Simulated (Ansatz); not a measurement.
# NbCd3: stress in a strained cell

NbCd3 is deformed so: equal xy, yz and zx engineering shear strains of +1 %. What stress and forces result, by LAPW, PAW and all-electron datasets made for the crystal?

Method: DFT LDA, scalar-relativistic, in Ansatz 0.2.0.

### Step 1. Starting point

The structure is cubic, space group Pm-3m (No. 221). Conventional cell: a = 4.215 Å, b = 4.215 Å, c = 4.215 Å, α = 90.00°, β = 90.00°, γ = 90.00°. Nb (site symmetry m-3m) is surrounded by 12 Cd at 2.98 Å. Cd (site symmetry 4/mmm) is surrounded by 8 Cd at 2.98 Å and 4 Nb at 2.98 Å.

Structure file:

```cif
data_structure
_symmetry_space_group_name_H-M 'Pm-3m'
_symmetry_Int_Tables_number 221
_cell_length_a 4.2150
_cell_length_b 4.2150
_cell_length_c 4.2150
_cell_angle_alpha 90.000
_cell_angle_beta 90.000
_cell_angle_gamma 90.000
_cell_volume 74.88
loop_
_atom_site_label
_atom_site_type_symbol
_atom_site_symmetry_multiplicity
_atom_site_Wyckoff_symbol
_atom_site_fract_x
_atom_site_fract_y
_atom_site_fract_z
_atom_site_occupancy
Nb1 Nb 1 a 0.00000 0.00000 0.00000 1
Cd1 Cd 3 c 0.00000 0.50000 0.50000 1
```

The file gives the conventional cell by its symmetry; the runs use the cell typed in the input.

Atoms are numbered in the order of the input: Nb1, Cd2, Cd3, Cd4.

### Step 2. After the deformation

Space group Pm-3m before, R-3m after.

### Step 3. LAPW, all electrons

input.yaml reads:

```yaml
crystal:
  lattice:
    - [4.215, 0.021075, 0.021075]
    - [0.021075, 4.215, 0.021075]
    - [0.021075, 0.021075, 4.215]
  atoms:
    - { symbol: Nb, position: [0.0, 0.0, 0.0] }
    - { symbol: Cd, position: [0.0, 0.5, 0.5] }
    - { symbol: Cd, position: [0.5, 0.0, 0.5] }
    - { symbol: Cd, position: [0.5, 0.5, 0.0] }
kpoints:
  mp_grid: { grid: [9, 9, 9] }
  band_path:
    path:
      - [0.0, 0.0, 0.0]
      - [0.5, 0.5, 0.5]
      - [0.5098274679, 0.4901725321, 0.5]
      - [0.5, -0.4901725321, 0.4901725321]
      - [0.5, 0.0, 0.0]
      - [0.0, 0.0, 0.0]
      - [0.4950862661, -0.4950862661, 0.0]
      - [0.5049137339, 0.0, 0.4950862661]
      - [0.5, 0.0, 0.5]
    npoints: 5
scf:
  occupations: { method: fermi_dirac, width: 0.08 }
hamiltonian:
  xc: lda
  pseudopotentials: { kind: all_electron, lapw: { basis_error: 0.0005 } }
output:
  forces: true
  stress: true
  eigenvalues: true
```

Command:

```sh
$ ansatz run input.yaml --threads 1 --pin off --max-ram 4096MiB --backend cpu --events-out ev --progress --plain --runs-dir out
```

### Step 4. PAW on the default files

input.yaml reads:

```yaml
crystal:
  lattice:
    - [4.215, 0.021075, 0.021075]
    - [0.021075, 4.215, 0.021075]
    - [0.021075, 0.021075, 4.215]
  atoms:
    - { symbol: Nb, position: [0.0, 0.0, 0.0] }
    - { symbol: Cd, position: [0.0, 0.5, 0.5] }
    - { symbol: Cd, position: [0.5, 0.0, 0.5] }
    - { symbol: Cd, position: [0.5, 0.5, 0.0] }
kpoints:
  mp_grid: { grid: [9, 9, 9] }
scf:
  occupations: { method: fermi_dirac, width: 0.08 }
hamiltonian:
  xc: lda
  pseudopotentials: { kind: paw }
output:
  forces: true
  stress: true
  eigenvalues: true
  efg: { contact_densities: true }
  write_density: true
  write_potential: true
  elf: true
  volumetric_format: npy
```

### Step 5. All-electron PAW on datasets made for the crystal

input.yaml, as its differences from that of step 4:

```diff
@@ -16,3 +16,3 @@
   xc: lda
-  pseudopotentials: { kind: paw }
+  pseudopotentials: { kind: all_electron, datasets: crystal }
 output:
@@ -22,5 +22 @@
   efg: { contact_densities: true }
-  write_density: true
-  write_potential: true
-  elf: true
-  volumetric_format: npy
```

(Steps that only read results are left out.)

What does the calculation give? Wanted: pressure; largest shear or deviatoric stress.

The runs gave:

```
                                 quantity                                              value
                                 pressure  LAPW -2.49, PAW -2.50, crystal datasets -2.48 GPa
largest shear or deviatoric stress (LAPW)                                           0.72 GPa
```

The largest part of the stress beyond the pressure is 0.72 GPa in size; the atoms are carried along and not relaxed. No run of the undeformed cell stands beside it, so the pressure holds what the given cell had before the change. PAW: stress within 0.01 GPa of LAPW. Crystal datasets: stress within 0.01 GPa of LAPW.
